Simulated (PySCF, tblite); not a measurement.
**C7H12OSi: geometry, infrared bands and NMR shifts**

Wanted: the infrared bands and NMR shifts of C7H12OSi (`C/C=C(\[SiH3])C1CC(=O)C1`), by calculation.

The runs use tblite 0.8.0 and PySCF 2.14.0, with density-fitted response routines of our own; the level of theory stands in each step. All values are computed, except where a source is named. Atoms count from 0, in the outputs and in this text.

### 1 The starting structure

21 atoms, charge 0, multiplicity 1; geometry from: force field or distance geometry start.

Bonds of the start (Å): C0–C1 1.52, C1–C2 1.30, C2–Si3 1.87, C2–C4 1.50, C4–C5 1.48, C5–C6 1.50, C6–O7 1.22, C6–C8 1.50, C8–C4 1.54, C0–H9 1.12, C0–H10 1.11, C0–H11 1.09, C1–H12 1.08, Si3–H13 1.45, Si3–H14 1.47, Si3–H15 1.47, C4–H16 1.11, C5–H17 1.12, C5–H18 1.09, C8–H19 1.11, C8–H20 1.10.

### 2 Geometry optimisation with GFN2-xTB

Job settings and geometry (Å):

```
{"job": {"kind": "relax", "xc": "GFN2-xTB", "basis": "xTB"}, "charge": 0, "multiplicity": 1}
C      2.421000    -1.067900     0.685900
C      0.943100    -0.791000     0.898600
C      0.372800     0.234200     0.340400
Si     1.356700     1.379300    -0.760200
C     -1.076600     0.583600     0.503000
C     -2.013200    -0.500100     0.890200
C     -2.132000    -0.844900    -0.566600
O     -2.450000    -1.850300    -1.188600
C     -1.690500     0.547600    -0.907500
H      2.910400    -1.266600     1.678400
H      2.839300    -0.139400     0.249600
H      2.592800    -1.899600    -0.003900
H      0.410400    -1.464800     1.547000
H      2.204100     0.628200    -1.671000
H      0.481300     2.247400    -1.561900
H      2.082000     2.254200     0.175000
H     -1.184900     1.565200     0.999700
H     -3.012800    -0.113200     1.216800
H     -1.610200    -1.278800     1.543800
H     -0.904600     0.573500    -1.697100
H     -2.548000     1.220100    -1.062800
```

Run with:

```sh
$ OMP_NUM_THREADS=1 python probes_run.py task.json out
```

The driver reads the jobs from task.json and runs them one after another.

**Question.** This job is followed by: GFN2-xTB harmonic vibrations, gas phase; GIAO PBE0/pcSseg-1 NMR shielding, non-relativistic, gas phase. What will the session give for the following? strongest single infrared mode (GFN2-xTB); zero-point energy (GFN2-xTB); ¹³C shifts against TMS (PBE0/pcSseg-1, means over atoms taken as alike); ¹H shifts against TMS (PBE0/pcSseg-1, means over atoms taken as alike); ²⁹Si shifts against TMS (PBE0/pcSseg-1); ¹⁷O shifts against H2O (PBE0/pcSseg-1).

The runs gave:

| quantity | value |
| --- | --- |
| strongest single infrared mode (GFN2-xTB) | 1858 cm⁻¹, 580 km/mol |
| zero-point energy (GFN2-xTB) | 102.6 kcal/mol |
| ¹³C shifts against TMS (PBE0/pcSseg-1, means over atoms taken as alike) | 210.0, 147.5, 141.5, 53.8, 32.4, 22.8 ppm |
| ¹H shifts against TMS (PBE0/pcSseg-1, means over atoms taken as alike) | 6.45, 4.25, 3.13, 2.99, 2.81, 2.02 ppm |
| ²⁹Si shifts against TMS (PBE0/pcSseg-1) | -87.0 ppm |
| ¹⁷O shifts against H2O (PBE0/pcSseg-1) | 667.5 ppm |

**Reading.** Relaxing lowered the energy by 0.682 eV in 168 steps; the close pair that moved most is C4–C5, from 1.484 to 1.548 Å. All 57 modes are real, so the xTB geometry is a minimum. The strongest single mode, at 1858 cm⁻¹, moves mainly C6 and O7. GFN2-xTB is a fitted tight-binding method: band positions and strengths are rough. Its intensities can rank the bands wrongly. The most deshielded carbon is C6 (ketone carbonyl carbon), at 210.0 ppm: the double bond to the heteroatom, with no lone-pair donor beside it, deshields it most. The most deshielded hydrogen is H12 (hydrogen on an alkene CH), at 6.45 ppm: olefinic region. At PBE0/pcSseg-1: Shielding is most anisotropic at O7 (span 1208 ppm, paramagnetic term -724 ppm).
